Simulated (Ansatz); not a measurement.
# GaSb: a single-point run

The task is a single-point run on GaSb. The structure is shown as the input types it.

Method: density functional or hybrid calculation with the settings of its input, plane waves, in Ansatz 0.2.0.

2 further runs of the same task are left out: 1 for a known fault of the program, 1 that didn't finish.

## (1) The structure to begin with

It takes space group F-43m (No. 216, cubic). Conventional cell: a = 6.132 Å, b = 6.132 Å, c = 6.132 Å, α = 90.00°, β = 90.00°, γ = 90.00°. Ga (site symmetry -43m) has 4 Sb at 2.66 Å as nearest neighbours. Around Sb (site symmetry -43m) lie 4 Ga at 2.66 Å.

As a file:

```cif
data_structure
_symmetry_space_group_name_H-M 'P 1'
_symmetry_Int_Tables_number 1
_cell_length_a 4.3358
_cell_length_b 4.3358
_cell_length_c 4.3358
_cell_angle_alpha 60.000
_cell_angle_beta 60.000
_cell_angle_gamma 60.000
_cell_volume 57.64
loop_
_atom_site_label
_atom_site_type_symbol
_atom_site_fract_x
_atom_site_fract_y
_atom_site_fract_z
_atom_site_occupancy
Ga1 Ga 0.00000 0.00000 0.00000 1
Sb1 Sb 0.25000 0.25000 0.25000 1
```

## (2) Input and run

The input, input.yaml:

```yaml
crystal:
  lattice:
    - [0.0, 3.0658787993, 3.0658787993]
    - [3.0658787993, 0.0, 3.0658787993]
    - [3.0658787993, 3.0658787993, 0.0]
  atoms:
    - { symbol: Ga, position: [0.0, 0.0, 0.0] }
    - { symbol: Sb, position: [0.25, 0.25, 0.25] }
kpoints:
  mp_grid: { grid: [1, 1, 8] }
hamiltonian:
  xc: pbesol
scf:
  occupations: { method: fermi_dirac, width: 0.02 }
  n_extra_bands: 4
output:
  forces: true
  stress: true
  eigenvalues: true
```

The run is started by

```console
$ ansatz run input.yaml --threads 4 --pin off --max-ram 3686MiB --backend cpu --events-out ev --progress --plain --runs-dir out
```

Q: Will this input give a usable result? If not, why, and what should change?

This run ends as converged, with warnings (symmetry narrowed by mesh). It gives a pressure of 25 GPa, which is large; a structure far from rest gives such values too, whatever the setting.

In the input, magnetization.spin_polarized is missing; magnetization.initial_magnetization is missing. The input forces a number of unpaired electrons that this system doesn't hold in its ground state.

Run again and compare: set magnetization.spin_polarized to true and magnetization.initial_magnetization to 2.0.
